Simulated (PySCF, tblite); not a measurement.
**C6H9NO2Si: geometry, infrared bands and NMR shifts**

What infrared bands and NMR shifts should C6H9NO2Si (`CCO/C=C/[Si@@H](C#N)C=O`) show?

Computed with tblite 0.8.0 and PySCF 2.14.0, with density-fitted response routines of our own, on a single molecule in the gas phase. Atoms are numbered from 0 throughout.

### Step 1. Starting geometry

19 atoms, charge 0, multiplicity 1; geometry from: force field or distance geometry start.

Bonds of the start (Å): C0–C1 1.54, C1–O2 1.41, O2–C3 1.38, C3–C4 1.33, C4–Si5 1.83, Si5–C6 1.81, C6–N7 1.17, Si5–C8 1.86, C8–O9 1.24, C0–H10 1.12, C0–H11 1.11, C0–H12 1.10, C1–H13 1.13, C1–H14 1.09, C3–H15 1.09, C4–H16 1.08, Si5–H17 1.48, C8–H18 1.09.

### Step 2. Geometry optimisation with GFN2-xTB

What the job is given:

```
{"job": {"kind": "relax", "xc": "GFN2-xTB", "basis": "xTB"}, "charge": 0, "multiplicity": 1}
C      3.673000     0.331600    -0.424100
C      2.204700    -0.108200    -0.613900
O      1.327700     0.745000     0.076900
C     -0.035000     0.535100     0.031700
C     -0.615800    -0.651600     0.202000
Si    -2.445500    -0.713700     0.110300
C     -3.188800    -0.814200     1.755000
N     -3.662200    -0.877900     2.818100
C     -3.112900     0.846200    -0.643100
O     -3.967800     0.799800    -1.538500
H      3.970500     0.992100    -1.273500
H      3.780800     0.944000     0.496800
H      4.264600    -0.595000    -0.365500
H      2.103000    -1.133800    -0.159100
H      1.957900    -0.144200    -1.678600
H     -0.682100     1.398900    -0.115300
H      0.020000    -1.505500     0.363300
H     -2.831100    -1.861400    -0.743600
H     -2.770800     1.822100    -0.291100
```

Started as:

```sh
$ OMP_NUM_THREADS=1 python probes_run.py task.json out
```

The driver reads the jobs from task.json and runs them one after another.

**Question.** This job is followed by: GFN2-xTB harmonic vibrations, gas phase; GIAO PBE0/pcSseg-1 NMR shielding, non-relativistic, gas phase. Predict these results of the whole session: strongest single infrared mode (GFN2-xTB); zero-point energy (GFN2-xTB); 13C shifts against TMS (PBE0/pcSseg-1); 1H shifts against TMS (PBE0/pcSseg-1, means over atoms taken as alike); 17O shifts against H2O (PBE0/pcSseg-1); 29Si shifts against TMS (PBE0/pcSseg-1); 15N shifts against NH3 (PBE0/pcSseg-1).

The runs gave:

| quantity | value |
| --- | --- |
| strongest single infrared mode (GFN2-xTB) | 1626 cm⁻¹, 611 km/mol |
| zero-point energy (GFN2-xTB) | 85.2 kcal/mol |
| 13C shifts against TMS (PBE0/pcSseg-1) | 243.6, 171.7, 123.7, 79.0, 64.4, 16.7 ppm |
| 1H shifts against TMS (PBE0/pcSseg-1, means over atoms taken as alike) | 12.21, 7.84, 4.89, 3.96, 3.82, 3.79, 1.47 ppm |
| 17O shifts against H2O (PBE0/pcSseg-1) | 931.7, 182.1 ppm |
| 29Si shifts against TMS (PBE0/pcSseg-1) | -83.0 ppm |
| 15N shifts against NH3 (PBE0/pcSseg-1) | 365.2 ppm |

In words: Over 241 steps the energy fell by 0.790 eV; of the close pairs, Si5–C8 changed most, 1.856 to 1.924 Å. All 51 modes are real, so the xTB geometry is a minimum. The strongest single mode, at 1626 cm⁻¹, moves mainly C3 and C4. Unscaled tight-binding wavenumbers are off by several per cent, some by more. Its intensities can rank the bands wrongly. At PBE0/pcSseg-1: Shielding is most anisotropic at O9 (span 2046 ppm, paramagnetic term -1000 ppm).
